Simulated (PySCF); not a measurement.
# GeH4O2 (SMILES [OH][GeH2][OH]) at 6 levels

Wanted: a comparison of 6 runs (HF/def2-SVP, B3LYP/6-31G*, PBE0/def2-SVP, CCSD(T)/pcseg-1, CCSD(T)/def2-SVPD, CCSD(T)/def2-TZVP) of GeH4O2. 

The calculation is run with PySCF 2.14.0.

### Step 1. The structure to begin with

GeH4O2: 7 atoms, total charge 0, spin state singlet. SMILES: `[OH][GeH2][OH]`. The shape is that of a PBE0-D4/def2-TZVP optimisation. This is one conformer, not always the lowest.

Bond lengths: O1–Ge2 1.776 Å, Ge2–O3 1.773 Å, O1–H4 0.959 Å, Ge2–H5 1.543 Å, Ge2–H6 1.525 Å, O3–H7 0.959 Å. Angles: O1–Ge2–O3 110.8°, O1–Ge2–H5 108.6°, O1–Ge2–H6 106.6°, O3–Ge2–H5 109.7°, O3–Ge2–H6 104.9°, Ge2–O1–H4 113.3°, Ge2–O3–H7 113.6°, H5–Ge2–H6 116.1°.

### Step 2. Energy and gradient at HF/def2-SVP (run 1)

The input, run.py:

```python
from pyscf import gto, scf

system = gto.Mole()
system.atom = '''
O       -1.491300      -0.416000      -0.173900
Ge       0.023500       0.377000       0.305300
O        1.347400      -0.798900       0.400600
H       -1.634900      -0.418700      -1.122100
H        0.363400       1.460500      -0.739100
H       -0.172500       0.863100       1.737300
H        1.625600      -1.135200      -0.453800
'''
system.basis = 'def2-svp'
system.max_memory = 1860
system.verbose = 4
system.build()

hf = scf.RHF(system)
hf.conv_tol = 1e-10
hf.kernel()
if not hf.converged:
    hf = hf.newton().run(hf.mo_coeff, hf.mo_occ)

etot = hf.e_tot
print('E = %.10f Eh' % etot)
grad = hf.nuc_grad_method().kernel()
hf.analyze()
```

Started as:

```console
OMP_NUM_THREADS=1 python run.py
```

Output:

```text
PySCF version 2.14.0

[... 89 lines left out ...]
MO #5   energy= -46.2558323238292  occ= 2
[... 14 lines left out ...]
MO #20  energy= -0.665439725809757 occ= 2
[... 14 lines left out ...]
MO #35  energy= 0.540680826885906  occ= 0
[... 14 lines left out ...]
MO #50  energy= 1.36779446674204   occ= 0
[... 14 lines left out ...]
MO #65  energy= 2.58029860656146   occ= 0
[... 14 lines left out ...]
MO #80  energy= 4.12363948520265   occ= 0
[... 90 lines left out ...]
Dipole moment(X, Y, Z, Debye):  0.38937,  1.16113, -2.73300
```

Wall time 14 s (1 thread of Intel Xeon at 2.50GHz (Skylake/Cascade Lake), shared host); peak memory 0.16 GiB.

### Step 3. Energy and forces at B3LYP/6-31G(d) (Cartesian functions) (run 2)

The input, start.xyz:

```xyz
7
GeH4O2
O     -1.491300    -0.416000    -0.173900
Ge     0.023500     0.377000     0.305300
O      1.347400    -0.798900     0.400600
H     -1.634900    -0.418700    -1.122100
H      0.363400     1.460500    -0.739100
H     -0.172500     0.863100     1.737300
H      1.625600    -1.135200    -0.453800
```

The input, job.py:

```python
# [OH][GeH2][OH]
from pyscf import gto, dft

mol = gto.Mole()
mol.atom = 'start.xyz'
mol.basis = '6-31g*'
mol.verbose = 4
mol.cart = True
mol.max_memory = 1860
mol.build()

calc0 = dft.RKS(mol, xc='b3lyp')
calc0.conv_tol = 1e-10
calc0.grids.level = 5
calc0.kernel()
if not calc0.converged:
    calc0 = calc0.newton().run(calc0.mo_coeff, calc0.mo_occ)

e_tot = calc0.e_tot
print('Final energy', e_tot)
grad = calc0.nuc_grad_method().kernel()
calc0.analyze()
```

Started as:

```console
OMP_NUM_THREADS=1 python job.py
```

Output:

```text
PySCF version 2.14.0

[... 105 lines left out ...]
MO #3   energy= -44.3552752652173  occ= 2
[... 13 lines left out ...]
MO #17  energy= -0.990274338739223 occ= 2
[... 13 lines left out ...]
MO #31  energy= 0.128622195767029  occ= 0
[... 13 lines left out ...]
MO #45  energy= 0.97720296593594   occ= 0
[... 13 lines left out ...]
MO #59  energy= 1.87088523475079   occ= 0
[... 13 lines left out ...]
MO #73  energy= 86.747715579254    occ= 0
[... 83 lines left out ...]
Dipole moment(X, Y, Z, Debye):  0.34578,  0.93627, -2.62796
```

It took 40 s on 1 thread of Intel Xeon at 2.50GHz (Skylake/Cascade Lake), shared host; peak memory 0.72 GiB.

Runs 3 to 5 aren't shown in full; the table further down has their settings and results.

### Step 4. The energy at CCSD(T)/def2-TZVP (run 6)

The input, run.py:

```python
from pyscf import gto, scf, cc

system = gto.Mole()
system.atom = [
    ('O', (-1.491300, -0.416000, -0.173900)),
    ('Ge', (0.023500, 0.377000, 0.305300)),
    ('O', (1.347400, -0.798900, 0.400600)),
    ('H', (-1.634900, -0.418700, -1.122100)),
    ('H', (0.363400, 1.460500, -0.739100)),
    ('H', (-0.172500, 0.863100, 1.737300)),
    ('H', (1.625600, -1.135200, -0.453800)),
]
system.basis = 'def2-tzvp'
system.verbose = 4
system.max_memory = 1860
system.build()

myscf = scf.RHF(system)
myscf.conv_tol = 1e-10
myscf.kernel()
if not myscf.converged:
    myscf = myscf.newton().run(myscf.mo_coeff, myscf.mo_occ)

mycc = cc.CCSD(myscf, frozen=11)
mycc.kernel()
e_t = mycc.ccsd_t()
e_tot = mycc.e_tot + e_t
print('E(%s) = %.9f' % ('CCSD(T)', e_tot))
myscf.analyze()
```

Started as:

```console
OMP_NUM_THREADS=1 python run.py
```

Output:

```text
PySCF version 2.14.0

[... 109 lines left out ...]
MO #9   energy= -5.1883518345175   occ= 2
[... 24 lines left out ...]
MO #34  energy= 0.348006720358237  occ= 0
[... 24 lines left out ...]
MO #59  energy= 1.22315928171115   occ= 0
[... 24 lines left out ...]
MO #84  energy= 2.55417524432926   occ= 0
[... 24 lines left out ...]
MO #109 energy= 5.58910294525009   occ= 0
[... 24 lines left out ...]
MO #134 energy= 45.116075402492    occ= 0
[... 144 lines left out ...]
Dipole moment(X, Y, Z, Debye):  0.37597,  1.14898, -2.58449
```

It took 5 min on 1 thread of Intel Xeon at 2.50GHz (Skylake/Cascade Lake), shared host; peak memory 2.2 GiB.

### Step 5. All runs side by side

| run | level | Cartesian functions | integration grid | energy (Eh) | dipole moment (D) of the reference | HOMO energy (eV) | LUMO energy (eV) | wall time |
| --- | --- | --- | --- | --- | --- | --- | --- | --- |
| 1 | HF/def2-SVP | no | – | -2227.073887 | 2.99 | -12.58 | 4.08 | 14 s |
| 2 | B3LYP/6-31G* (Cartesian functions) | yes | 5 | -2229.637417 | 2.81 | -8.10 | 0.36 | 40 s |
| 3 | PBE0/def2-SVP | no | 5 | -2229.084678 | 2.69 | -8.50 | 0.84 | 38 s |
| 4 | CCSD(T)/pcseg-1 | no | – | -2227.657607 | 3.02 | -12.69 | 3.66 | 25 s |
| 5 | CCSD(T)/def2-SVPD | no | – | -2227.765497 | 2.83 | -12.72 | 1.94 | 2.5 min |
| 6 | CCSD(T)/def2-TZVP | no | – | -2228.306360 | 2.85 | -12.64 | 3.16 | 5 min |

### Step 6. Results

| quantity | value |
| --- | --- |
| run 6: total energy | -2228.30636 Eh |
| run 6: dipole moment (Hartree–Fock density) | 2.85 D |
| run 6: HOMO energy (Hartree–Fock orbitals) | -12.64 eV |
| run 6: LUMO energy (Hartree–Fock orbitals) | 3.16 eV |
| run 6: HOMO–LUMO gap (Hartree–Fock orbitals) | 15.80 eV |
| run 6: correlation energy (11 core orbitals frozen) | -769.8 mEh |
| run 6: (T) correction | -25.28 mEh |
| run 6: T1 diagnostic | 0.012 |

Over runs 1, 2, 3 the dipole moment (its size) runs from 2.69 D (PBE0/def2-SVP) to 2.99 D (HF/def2-SVP). Over runs 1, 2, 3 the HOMO–LUMO gap runs from 8.46 eV (B3LYP/6-31G*) to 16.66 eV (HF/def2-SVP). The two ends differ in method and basis. Totals of different functionals can't be ranked against each other. All runs together took 9.5 min, the longest 5 min.
